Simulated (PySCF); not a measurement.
# C₂H₉F₂NSi₂: electronic excitations

What electronic excitations should C₂H₉F₂NSi₂ (`C[Si@H](F)N[SiH2]CF`) show?

The runs use PySCF 2.14.0, with density-fitted response routines of our own; the level of theory stands in each step. All values are computed, except where a source is named. Atoms count from 0, in the outputs and in this text.

## Step 1: Starting geometry

16 atoms, charge 0, multiplicity 1; geometry from: GFN2-xTB.

Bonds of the start (Å): C0–Si1 1.89, Si1–F2 1.61, Si1–N3 1.73, N3–Si4 1.73, Si4–C5 1.92, C5–F6 1.38, C0–H7 1.09, C0–H8 1.09, C0–H9 1.09, Si1–H10 1.46, N3–H11 1.01, Si4–H12 1.46, Si4–H13 1.46, C5–H14 1.09, C5–H15 1.09.

## Step 2: Excited states and response: CAM-B3LYP/def2-SVPD

Job settings and geometry (Å):

```
{"job": {"kind": "uv", "xc": "CAM-B3LYP", "basis": "def2-SVPD", "nstates": 8, "ntriplets": 3}, "charge": 0, "multiplicity": 1}
C     -0.082023    -2.122645    -2.137700
Si    -0.680918    -0.424101    -1.569370
F     -0.006754     0.711501    -2.493997
N     -0.131415    -0.095395     0.034548
Si     0.252253     1.454314     0.708251
C      0.447903     1.130631     2.586252
F      0.748602     2.312829     3.233644
H     -0.489858    -2.365199    -3.113766
H      1.001155    -2.150171    -2.219417
H     -0.384045    -2.908982    -1.453398
H     -2.109964    -0.190046    -1.725850
H     -0.023907    -0.896695     0.633377
H      1.514644     1.977968     0.184461
H     -0.860031     2.377643     0.485569
H      1.263069     0.441985     2.824098
H     -0.466308     0.755307     3.053381
```

With the program's defaults for keys left out, this is: TDDFT CAM-B3LYP/def2-SVPD, vertical, gas phase, core orbitals frozen in the response.

Started as:

```
> OMP_NUM_THREADS=1 python probes_run.py task.json out
```

This one command runs all jobs of the session in turn.

Predict these results of the whole session: lowest singlet (CAM-B3LYP/def2-SVPD); brightest single state of those computed; lowest triplet.

**Answer**, as computed:

| quantity | value |
| --- | --- |
| lowest singlet (CAM-B3LYP/def2-SVPD) | 6.64 eV (187 nm), f = 0.009 |
| brightest single state of those computed | state 7, 8.20 eV, f = 0.078 |
| lowest triplet | 6.29 eV |

**Reading.** The lowest singlet, at 6.64 eV, is HOMO→LUMO 0.86 and is weak; of the 8 states computed, the strongest absorption comes from state 7 at 8.20 eV. The lowest triplet lies 0.34 eV below the lowest singlet (triplets in Tamm-Dancoff, singlets in full TDDFT).
